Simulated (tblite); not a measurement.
# C2H10AlNS2: the cost of one run

The runs use tblite 0.8.0 and PySCF 2.14.0, with density-fitted response routines of our own; the level of theory stands in each step. All values are computed, except where a source is named. Atoms count from 0, in the outputs and in this text.

**1. Starting geometry**

16 atoms, charge 0, multiplicity 1; geometry from: force field or distance geometry start.

Bonds of the start (Å): C0–S1 1.81, S1–Al2 2.29, Al2–N3 1.91, Al2–S4 2.25, S4–C5 1.80, C0–H6 1.11, C0–H7 1.12, C0–H8 1.12, Al2–H9 1.61, N3–H10 1.04, N3–H11 1.03, N3–H12 1.06, C5–H13 1.12, C5–H14 1.10, C5–H15 1.12.

**2. Optimising the geometry with GFN2-xTB**

The job: settings as JSON, then the geometry in Å.

```
{"job": {"kind": "relax", "xc": "GFN2-xTB", "basis": "xTB"}, "charge": 0, "multiplicity": 1}
C     -2.991800     0.932400     0.370300
S     -1.450000     0.548600    -0.487700
Al     0.031300    -0.545900     0.867200
N      0.459500    -2.272400     0.161800
S      1.894100     0.658800     1.263100
C      2.630100     1.342900    -0.230300
H     -3.879300     0.473200    -0.107400
H     -2.916800     0.669200     1.453900
H     -3.130900     2.038700     0.272600
H     -0.705400    -0.724800     2.292800
H      1.340200    -2.565800     0.639100
H      0.560100    -2.276200    -0.861200
H     -0.310700    -2.909400     0.518600
H      3.587100     0.853100    -0.535900
H      1.966900     1.381500    -1.105200
H      2.908000     2.405200     0.011900
```

Started as:

```
> OMP_NUM_THREADS=1 python probes_run.py task.json out
```

One launch serves the whole session: the jobs run in the order shown.

Q: Estimate the wall time and peak memory of this first job on 1 thread of Arm Neoverse V1, shared host.

About 1.3 s, with a peak of 0.18 GiB.
